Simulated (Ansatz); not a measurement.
# Cl₂GeHS radical: one species, many methods

One table from this session's results is given with a row withheld; the runs are named, their logs left out.

Computed with Ansatz 0.2.0, Gaussian basis. Level: functionals in def2-TZVPP, the program's frozen cores in correlated methods.

Levels to be run: LDA (SPW92), PBE-D4, revPBE-D4, BLYP-D4, r2SCAN-D4, B97M-V, PBE0-D4, B3LYP-D4, r2SCANh-D4, r2SCAN0-D4, HSE06-D4, BHLYP-D4, CAM-B3LYP-D4, LC-ωPBE, ωB97X-V, ωB97M-V, B2PLYP, PBE-QIDH; CCSD(T)/def2-TZVPP; MP2/def2-QZVPP; extrapolation to the limit.

3 further runs of the same task are left out: 3 that didn't finish.

**Structure used throughout**

The geometry comes from an earlier relaxation with PBE0-D4 in a triple-zeta def2 set; it is a stationary point.

SMILES `[SH][Ge]([Cl])[Cl]`, 5 atoms, charge 0, spin multiplicity 2.

Atoms are counted from 1 here; the program's logs count them from 0.

Bond lengths: S1–Ge2 2.226 Å, S1–H5 1.345 Å, Ge2–Cl3 2.155 Å, Ge2–Cl4 2.165 Å. Angles: Ge2–S1–H5 92.0°, S1–Ge2–Cl3 105.6°, S1–Ge2–Cl4 110.5°, Cl3–Ge2–Cl4 108.7°.

Coordinates:

| atom | x (Å) | y (Å) | z (Å) |
| --- | --- | --- | --- |
| S1 | 0.1536 | 1.6171 | -0.1945 |
| Ge2 | -0.0181 | -0.4490 | 0.6149 |
| Cl3 | 2.0058 | -1.1123 | 0.9403 |
| Cl4 | -0.9526 | -1.7578 | -0.8348 |
| H5 | -1.1389 | 1.6284 | -0.5673 |

Set-up of the first run:

Input file in.yaml:

```yaml
crystal:
  periodic: [false, false, false]
  atoms:
    - {symbol: S, position_ang: [0.153602, 1.617094, -0.194546]}
    - {symbol: Ge, position_ang: [-0.018054, -0.448973, 0.614919]}
    - {symbol: Cl, position_ang: [2.005822, -1.112325, 0.940328]}
    - {symbol: Cl, position_ang: [-0.952628, -1.757842, -0.834837]}
    - {symbol: H, position_ang: [-1.138941, 1.628445, -0.567264]}
basis:
  gaussian: {orbitals: def2-TZVPP}
magnetization: {spin_polarized: true, initial_magnetization: 1}
hamiltonian: {xc: lda}
output: {orbitals: {seedname: orbitals}}
```

Among the steps run: LDA; PBE-D4 (GGA); revPBE-D4 (GGA); BLYP-D4 (GGA); r2SCAN-D4 (meta-GGA); B97M-V (meta-GGA); PBE0-D4 (hybrid); B3LYP-D4 (hybrid); r2SCANh-D4 (hybrid); r2SCAN0-D4 (hybrid); HSE06-D4 (hybrid); BHLYP-D4 (hybrid); CAM-B3LYP-D4 (range-separated); LC-ωPBE-D4 (range-separated; the results give it without D4); ωB97X-V (range-separated); ωB97M-V (range-separated); B2PLYP (double hybrid); PBE-QIDH (double hybrid).

One table of the session follows, with a row left open; its other results are not shown here.

It belongs to the step «Orbital energies across the functionals». 

```
  functional  HOMO (eV)  LUMO (eV)  gap (eV)
 LDA (SPW92)      -5.94      -5.28      0.66
      PBE-D4      -5.86      -4.93      0.92
   revPBE-D4      -5.82      -4.81      1.01
     BLYP-D4          ?          ?         ?
   r2SCAN-D4      -6.25      -4.69      1.56
      B97M-V      -6.13      -4.92      1.21
     PBE0-D4      -7.01      -4.12      2.88
    B3LYP-D4      -6.74      -4.46      2.28
  r2SCANh-D4      -6.67      -4.38      2.29
  r2SCAN0-D4      -7.29      -3.91      3.38
    HSE06-D4      -6.62      -4.49      2.13
    BHLYP-D4      -7.98      -3.31      4.67
CAM-B3LYP-D4      -8.20      -3.24      4.96
     LC-ωPBE      -9.57      -1.95      7.62
     ωB97X-V      -9.11      -2.28      6.83
     ωB97M-V      -8.92      -2.33      6.58
```

Q: Estimate the row for BLYP-D4 from the others.

Worked estimate for «HOMO (eV)». Against the share of exact exchange, B3LYP-D4 (0.2, -6.74), BHLYP-D4 (0.5, -7.98) give a slope of -4.13 per unit share; at 0 the line stands at -5.91.

**Answer.** HOMO (eV): -5.67; LUMO (eV): -4.90; gap (eV): 0.77. In «HOMO (eV)» the line misses by -0.24.
